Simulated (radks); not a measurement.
# Nb with its nuclear charge varied continuously

Aim: the energy of 41 electrons in [Kr] 4d4 5s1 as the nuclear charge moves through non-integer values, and a test of dE/dZ = E(electron-nucleus)/Z.

Method: Dirac Kohn-Sham, LDA (Slater exchange, Perdew-Wang correlation), spin-unpolarised, spherical densities, finite nucleus; open shells fill j = l - 1/2 first. Code: radks (a radial shooting solver on a logarithmic mesh, Libxc functionals) version 1.

### 1 What is computed

* element: niobium (Z = 41)
* charge: 0
* electrons: 41
* configuration: [Kr] 4d4 5s1
* nuclear rms radius: 4.324 fm

### 2 Z = 41

Settings of this run:

```text
Z 41
configuration [Kr] 4d4 5s1
relativity Dirac
functional lda,pw
spin unpolarised
j_filling energy
nucleus finite rms 4.324 fm
c 137.035999084
```

### 3 Z = 40.75

Input: that of step 2 with these lines changed.

```diff
@@ -1,2 +1,2 @@
-Z 41
+Z 40.75
 configuration [Kr] 4d4 5s1
```

### 4 Z = 41.25

Input: that of step 3 with these lines changed.

```diff
@@ -1,2 +1,2 @@
-Z 40.75
+Z 41.25
 configuration [Kr] 4d4 5s1
```

### 5 Z = 41.5

Input: that of step 4 with these lines changed.

```diff
@@ -1,2 +1,2 @@
-Z 41.25
+Z 41.5
 configuration [Kr] 4d4 5s1
```

### 6 Z = 41.75

Input: that of step 5 with these lines changed.

```diff
@@ -1,2 +1,2 @@
-Z 41.5
+Z 41.75
 configuration [Kr] 4d4 5s1
```

### 7 Z = 42

Input: that of step 6 with these lines changed.

```diff
@@ -1,2 +1,2 @@
-Z 41.75
+Z 42
 configuration [Kr] 4d4 5s1
```

Before running it: what results should come out? Wanted: for each run, Z; E; E(electron-nucleus)/Z; highest level; its energy; <r>.

**Answer**, as computed:

```
    Z  E (hartree)  E(electron-nucleus)/Z (hartree)  highest level  its energy (eV)  <r> (bohr)
40.75  -3760.02719                         -222.978          4d3/2           -1.412       2.380
   41  -3816.00894                         -224.875          4d3/2           -3.229       2.207
41.25  -3872.46429                         -226.767          4d3/2           -5.328       2.072
 41.5  -3929.39225                         -228.656          5s1/2           -7.433       3.373
41.75  -3986.79218                         -230.543          5s1/2           -9.279       3.239
   42  -4044.66363                         -232.428          5s1/2          -11.252       3.118
```

What this shows: At Z = 41 the central difference of E is -224.874 hartree, against -224.875 from the Hellmann-Feynman theorem. The top level goes from -1.412 eV at Z = 40.75 to -11.252 eV at Z = 42. Between Z = 41.25 and 41.5 the top level changes from 4d3/2 to 5s1/2, so the curve of the top level has a kink there, while E(Z) stays smooth.
